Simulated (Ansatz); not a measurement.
# ZrPdSe3: the cost of one run

Method: DFT PBE, scalar-relativistic, plane waves, PAW, in Ansatz 0.2.0.

2 further runs of the same task are left out: 2 that didn't finish.

## Step 1: The starting structure

It takes space group Pm-3m (No. 221, cubic). Conventional cell: a = 4.798 Å, b = 4.798 Å, c = 4.798 Å, α = 90.00°, β = 90.00°, γ = 90.00°. Zr (site symmetry m-3m) has 6 Se at 2.40 Å as nearest neighbours. Pd (site symmetry m-3m) has 12 Se at 3.39 Å as nearest neighbours. Around Se (site symmetry 4/mmm) lie 2 Zr at 2.40 Å and 4 Pd at 3.39 Å.

Structure file:

```cif
data_structure
_symmetry_space_group_name_H-M 'Pm-3m'
_symmetry_Int_Tables_number 221
_cell_length_a 4.7985
_cell_length_b 4.7985
_cell_length_c 4.7985
_cell_angle_alpha 90.000
_cell_angle_beta 90.000
_cell_angle_gamma 90.000
_cell_volume 110.48
loop_
_atom_site_label
_atom_site_type_symbol
_atom_site_symmetry_multiplicity
_atom_site_Wyckoff_symbol
_atom_site_fract_x
_atom_site_fract_y
_atom_site_fract_z
_atom_site_occupancy
Zr1 Zr 1 a 0.00000 0.00000 0.00000 1
Pd1 Pd 1 b 0.50000 0.50000 0.50000 1
Se1 Se 3 d 0.50000 0.00000 0.00000 1
```

The cell is invented: species swapped into a database cell of CuAgF3 (Pm-3m, No. 221), with Zr on the Cu sites, Pd on the Ag sites and Se on the F sites. Its size is a rough estimate.

## Step 2: A first look at the guess

File input.yaml:

```yaml
crystal:
  lattice:
    - [4.79845024, 0.0, 0.0]
    - [0.0, 4.79845024, 0.0]
    - [0.0, 0.0, 4.79845024]
  atoms:
    - { symbol: Zr, position: [0.0, 0.0, 0.0] }
    - { symbol: Pd, position: [0.5, 0.5, 0.5] }
    - { symbol: Se, position: [0.5, 0.0, 0.0] }
    - { symbol: Se, position: [0.0, 0.5, 0.0] }
    - { symbol: Se, position: [0.0, 0.0, 0.5] }
basis:
  ecutwfc: 420
kpoints:
  mp_grid: { grid: [4, 4, 4] }
hamiltonian:
  xc: pbe
scf:
  occupations: { method: gaussian, width: 0.1 }
  lower_state_search: "off"
output:
  forces: true
  stress: true
  eigenvalues: true
```

Run with:

```
$ ansatz run input.yaml --threads 1 --pin off --max-ram 2560MiB --backend cpu --events-out ev --progress --plain --runs-dir out
```

**Question.** How long does this run take on 1 thread of Arm Neoverse V1, shared host, and how much memory does it need?

About 3.8 s, with a peak of 0.39 GiB.
